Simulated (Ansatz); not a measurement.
The system is CuO2.

```
Cu O
1.0
     1.41261   -5.21075    0.00000
     1.41261    5.21075    0.00000
     0.00000    0.00000    4.34342
Cu O
2 4
Direct
  0.16725 0.83275 0.75000
  0.83275 0.16725 0.25000
  0.78897 0.21103 0.75000
  0.21103 0.78897 0.25000
  0.55149 0.44851 0.75000
  0.44851 0.55149 0.25000
```

The cell comes from a database or a generator and needn't be the stable form of this composition.

Below is the output of Ansatz 0.2.0 for this cell. Logs are shortened: lines on timing, memory, paths and dates and some standing lists are left out, and cuts for length are marked.

```text
Warning: RAYON_NUM_THREADS=2 ignored (pool sized by the plan → 2); use --threads N
Engine: ansatz 0.2.0, x86_64-unknown-linux-gnu
Pseudopotentials: kind: paw
Pseudopotential: Cu, paw, valence charge 19, recommended cutoff 420 eV (normal), Cu.paw.azcp
Pseudopotential: O, paw, valence charge 6, recommended cutoff 420 eV (normal), O.paw.azcp
Functional definition: PBEsol
  exchange = pbesol_x
  correlation = pbesol_c
Crystal: 6 atoms, lattice volume = 63.942 Å³
Basis set: ecut = 420 eV, 1259 PW (Γ), exchange–correlation on 80×80×60 points (8 copies of the dense FFT grid, shifted against one another)
Bands: 38, of which v1, the nominal top of the filled ones, is band 31 counted from 1 (30 counted from 0)
Symmetry: 8 space group operations
Space group: Cmcm (ITA 63), of the structure as read, at distance tolerance 4.0e-5 Å
k-points: 124 of 600
Non-local potential: Cu, projectors of the file, l = 0: 3, l = 1: 2, l = 2: 3, l = 3: 1
Non-local potential: O, projectors of the file, l = 0: 2, l = 1: 2, l = 2: 1
PAW form: soft (Blöchl's): semilocal exchange-correlation on the pseudo side does not see the compensation charge
PAW frozen core: Cu, regenerated for the run's functional, and the local potential with it (the file was generated under x = pbe(κ = 0.804, μ = 0.2195149727645171), c = pbe(β = 0.06672455060314922))
PAW frozen core: O, regenerated for the run's functional, and the local potential with it (the file was generated under x = pbe(κ = 0.804, μ = 0.2195149727645171), c = pbe(β = 0.06672455060314922))
PAW one-centre angular grid: Cu, 590 points (default); XC on 64 Gauss nodes
PAW one-centre angular grid: O, 110 points (default); XC on 64 Gauss nodes
Initial density: superposition of atomic densities (neutral atoms: chi_scale 0, normalization atom), corrected by the library's trained network
Initial wavefunctions: pseudopotential atomic-orbital guess
[... 13 lines left out ...]
SCF converged after 9 iterations
Free energy (F): -15411.065609 eV
Harris-Foulkes:  -15411.065609 eV  (|F-HF|=4.96e-8)
Internal energy: -15411.027357 eV  (E = F + TS)
E sigma→0 (E₀):  -15411.046483 eV
Entropy (-TS):   -0.038252 eV (-6.375 meV/atom)
Fermi energy:    7.347549 eV
--- Per-component energies (eV) ---
  E_band       = -1115.946189
  E_kinetic    = 1272.579297
  E_local      = -12224.442048  (includes V_loc(G=0)·N_el)
  E_nonlocal   = 950.284881
  E_hartree    = 5233.222904
  E_xc         = -463.624505
  E_vxc        = -596.902020  (∫ρ·V_xc dr)
  E_paw        = -3829.658650  (= ΣΔE_a)
  E_vpaw       = -983.944486  (= ΣTr[D̂ρ^β])
  E_aug_tail   = 0.009431  (compensation charges beyond the density's cutoff)
  E_ewald      = -6349.952223
  E_core_change = 0.553556  (= ΣΔE_core)
  E_smearing   = -0.038252  (= −TS)
  E_closure    = -0.000000  (closes the sum)
  Σ components = -15411.065609   (vs F -15411.065609, Δ=0.00e0)
--- Forces (eV/Å), atoms counted from 1 ---
  atom   1  Cu     0.00000000    -0.00657402    -0.00000000
  atom   2  Cu     0.00000000     0.00657402     0.00000000
  atom   3  O      0.00000000     0.51732225     0.00000000
  atom   4  O      0.00000000    -0.51732225    -0.00000000
  atom   5  O      0.00000000    -0.37887374    -0.00000000
  atom   6  O      0.00000000     0.37887374     0.00000000
  max |Σ_I F_I| component: 5.55e-17 eV/Å
--- Stress (GPa, compression-positive) ---
      -10.945940      -0.000000      -0.000000
       -0.000000      -8.628026      -0.000000
       -0.000000      -0.000000      -6.597300
  P = ⅓ Tr σ = -8.7238 GPa (-87.238 kbar)
--- Band table (eV; the first three rows and the last of 124) ---
  k-point 0: bands = ["-105.9674", "-105.9669", "-63.7225", "-63.7211", "-63.6125", "-63.6100", "-62.9958", "-62.9917", "-11.8378", "-10.2988", "-10.1331", "-9.4878", "1.1484", "1.3500", "1.3527", "1.5761", "1.7045", "3.0780", "3.9568", "4.0664", "4.2164", "4.4266", "4.7209", "4.9749", "4.9882", "5.6429", "5.9171", "5.9786", "6.2322", "6.2869", "6.7196", "7.2430", "8.3195", "8.6054", "13.1860", "17.4796", "18.1418", "18.7634"]
  k-point 1: bands = ["-105.9673", "-105.9670", "-63.7224", "-63.7212", "-63.6123", "-63.6102", "-62.9956", "-62.9920", "-11.7450", "-10.4140", "-10.0873", "-9.5269", "1.0367", "1.3038", "1.4867", "1.5833", "1.6949", "3.2346", "3.7329", "4.0135", "4.2042", "4.3622", "4.7770", "5.0842", "5.0873", "5.1823", "5.6292", "6.0088", "6.2203", "6.8935", "7.0050", "7.1047", "8.3414", "8.5874", "13.5681", "17.3844", "17.5381", "18.6558"]
  k-point 2: bands = ["-105.9672", "-105.9671", "-63.7221", "-63.7215", "-63.6119", "-63.6106", "-62.9948", "-62.9927", "-11.4850", "-10.7185", "-9.9631", "-9.6378", "0.9656", "1.1821", "1.6042", "1.6692", "1.7685", "2.9986", "3.5422", "3.9266", "4.1863", "4.2603", "4.8687", "4.9376", "5.2807", "5.3564", "5.5748", "5.9163", "6.1997", "6.6304", "7.2635", "7.6492", "8.3979", "8.5377", "14.5426", "16.8355", "17.1276", "17.9390"]
  k-point 123: bands = ["-105.9672", "-105.9672", "-63.7218", "-63.7218", "-63.6113", "-63.6113", "-62.9938", "-62.9938", "-10.9928", "-10.9928", "-9.9685", "-9.9685", "1.6609", "1.6609", "1.7141", "1.7141", "2.2050", "2.2050", "3.3857", "3.3857", "4.1593", "4.1593", "4.7238", "4.7238", "5.2337", "5.2337", "5.4055", "5.4055", "6.7774", "6.7774", "7.4149", "7.4149", "8.5644", "8.5644", "16.5662", "16.5662", "16.8234", "16.8234"]
```

**Question.** What input gives this log?

**Answer.** Single point with PBEsol, no spin polarisation. The files as run (others can give the same):

input.yaml
```yaml
crystal:
  lattice:
    - [1.412615, -5.210747, 0.0]
    - [1.412615, 5.210747, 0.0]
    - [0.0, 0.0, 4.343424]
  atoms:
    - { symbol: Cu, position: [0.167253, 0.832747, 0.75] }
    - { symbol: Cu, position: [0.832747, 0.167253, 0.25] }
    - { symbol: O, position: [0.78897, 0.21103, 0.75] }
    - { symbol: O, position: [0.21103, 0.78897, 0.25] }
    - { symbol: O, position: [0.551486, 0.448514, 0.75] }
    - { symbol: O, position: [0.448514, 0.551486, 0.25] }
hamiltonian:
  xc: pbesol
  pseudopotentials: { kind: paw }
kpoints:
  mp_grid: { grid: [10, 10, 6] }
scf:
  occupations: { method: fermi_dirac, width: 0.05 }
output:
  forces: true
  stress: true
  eigenvalues: true
  write_density: true
  write_potential: true
  elf: true
  volumetric_format: npy
```

Potentials or basis: Ansatz PAW.
Launch:
```bash
$ ansatz run input.yaml --threads 2 --pin off --max-ram 5632MiB --backend cpu --events-out ev --progress --plain --runs-dir out
```

Caveat: the pressure holds a Pulay correction of +0.9 GPa for the finite cutoff; the run has no spin polarisation, though such a crystal can be magnetic; semilocal functionals often make such compounds metallic where correlation or magnetic order opens a gap, which also shifts bond lengths; the PAW data sets come from PBE, with cores solved anew for the run's functional, which leaves a small shift of forces and pressure.
